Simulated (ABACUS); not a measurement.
Zn: single point with PBE

Zn, a slab with vacuum:

```
Zn
1.0
     2.66480    0.00000    0.00000
    -1.33240    2.30778    0.00000
     0.00000    0.00000   24.89340
Zn
5
Cartesian
  0.0000 1.5385 7.5000
  1.3324 0.7693 9.9734
  0.0000 1.5385 12.4467
  1.3324 0.7693 14.9200
  0.0000 1.5385 17.3934
```

```
Program                                       : ABACUS 3.10.1
Task                                          : single point
Functional                                    : PBE
Potentials or basis                           : PseudoDojo NC SR 0.4.1 PBE standard
Cutoff                                        : 1143 eV
Density cutoff                                : 4572 eV
Basis                                         : plane waves
k mesh                                        : 8 × 8 × 1
Occupations                                   : fermi-dirac, width 0.05 eV
Spin                                          : no spin polarisation
Radial cutoff of the potentials (pseudo_rcut) : 7 bohr
SCF threshold on the density                  : 1e-08
Max SCF steps                                 : 100
Eigensolver                                   : dav
Mixing                                        : broyden
Mixing share                                  : 0.3
Symmetry key                                  : 1
Bands                                         : 60
Mixing history                                : 12
```

```yaml
Largest_force: 0.231 eV/Å
Band_gap_on_the_k_mesh: none (metal or under the smearing width)
Work_function_of_the_upper_face: 4.07 eV
Work_function_of_the_lower_face: 4.07 eV
```

Forces in eV/Å, atoms in the order of the input:
```
Zn   0.000  0.000  0.022
Zn   0.000  0.000  0.231
Zn   0.000  0.000  0.000
Zn   0.000  0.000 -0.231
Zn   0.000  0.000 -0.022
```

Levels at points of the mesh, in eV from the Fermi level:
```
           k point  band 47  band 48  band 49  band 50  band 51  band 52  band 53  band 54
(0.00, 0.00, 0.00)    -6.84    -6.84    -6.11    -4.29    -2.52     0.03     2.35     3.56
(0.50, 0.50, 0.00)    -1.99    -1.88    -1.46    -1.36     0.43     0.99     1.29     2.13
```

It took 110 s on 4 MPI ranks on Intel(R) Xeon(R) Platinum 8375C CPU @ 2.90GHz (Ice Lake), on a shared host, peak memory 0.64 GiB a rank.
